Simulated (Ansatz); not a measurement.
# FH7OW: the cost of one run

Method: RHF/def2-SVP, in Ansatz 0.2.0.

### Step 1. The structure to begin with

Bond lengths: W1–O2 2.290 Å, O2–H3 1.010 Å, W1–H4 1.720 Å, W1–H5 1.720 Å, W1–H6 1.720 Å, W1–H7 1.720 Å, W1–H8 1.720 Å, W1–F9 2.150 Å, W1–H10 2.248 Å. Angles (14 of 29 angles, heavy atoms first): O2–W1–F9 71.6°, W1–O2–H3 109.5°, O2–W1–H4 90.0°, O2–W1–H5 90.0°, O2–W1–H6 90.0°, O2–W1–H7 90.0°, O2–W1–H8 180.0°, O2–W1–H10 36.4°, H4–W1–F9 48.9°, H5–W1–F9 46.8°, H6–W1–F9 131.1°, H7–W1–F9 133.2°, H8–W1–F9 108.4°, F9–W1–H10 35.2°.

Structure file:

```xyz
10

W     0.0000    0.0000    0.0000
O     0.0000    0.0000    2.2900
H    -0.9095   -0.2814    2.6271
H     1.7200    0.0000    0.0000
H     0.0000    1.7200    0.0000
H    -1.7200    0.0000    0.0000
H     0.0000   -1.7200    0.0000
H     0.0000    0.0000   -1.7200
F     1.4129    1.4719    0.6779
H     0.9245    0.9631    1.8084
```

### Step 2. Pulling towards end A

Springs on the bonds that form and break draw the guess towards this end; the thresholds are loose.

input.yaml

```yaml
crystal:
  periodic: [false, false, false]
  atoms:
    - { symbol: W, position_ang: [0.0, 0.0, 0.0] }
    - { symbol: O, position_ang: [0.0, 0.0, 2.29] }
    - { symbol: H, position_ang: [-0.9095, -0.2814, 2.6271] }
    - { symbol: H, position_ang: [1.72, 0.0, 0.0] }
    - { symbol: H, position_ang: [0.0, 1.72, 0.0] }
    - { symbol: H, position_ang: [-1.72, 0.0, 0.0] }
    - { symbol: H, position_ang: [0.0, -1.72, 0.0] }
    - { symbol: H, position_ang: [0.0, 0.0, -1.72] }
    - { symbol: F, position_ang: [1.4129, 1.4719, 0.6779] }
    - { symbol: H, position_ang: [0.9245, 0.9631, 1.8084] }
basis:
  gaussian: { orbitals: def2-SVP }
hamiltonian:
  xc: hf
relax:
  f_tol: 0.15
  max_steps: 25
  restrain:
    - { distance: [0, 8], at: 3.05, k: 30.0 }
    - { distance: [9, 1], at: 2.21, k: 30.0 }
    - { distance: [0, 1], at: 1.94, k: 30.0 }
    - { distance: [9, 8], at: 0.92, k: 30.0 }
```

Started as:

```console
$ ansatz run input.yaml --threads 1 --pin off --max-ram 2048MiB --backend cpu --events-out ev --progress --plain --runs-dir out
```

What time and memory should one allow on 1 thread of Arm Neoverse V2, shared host?

About 33 s, with a peak of 0.2 GiB.
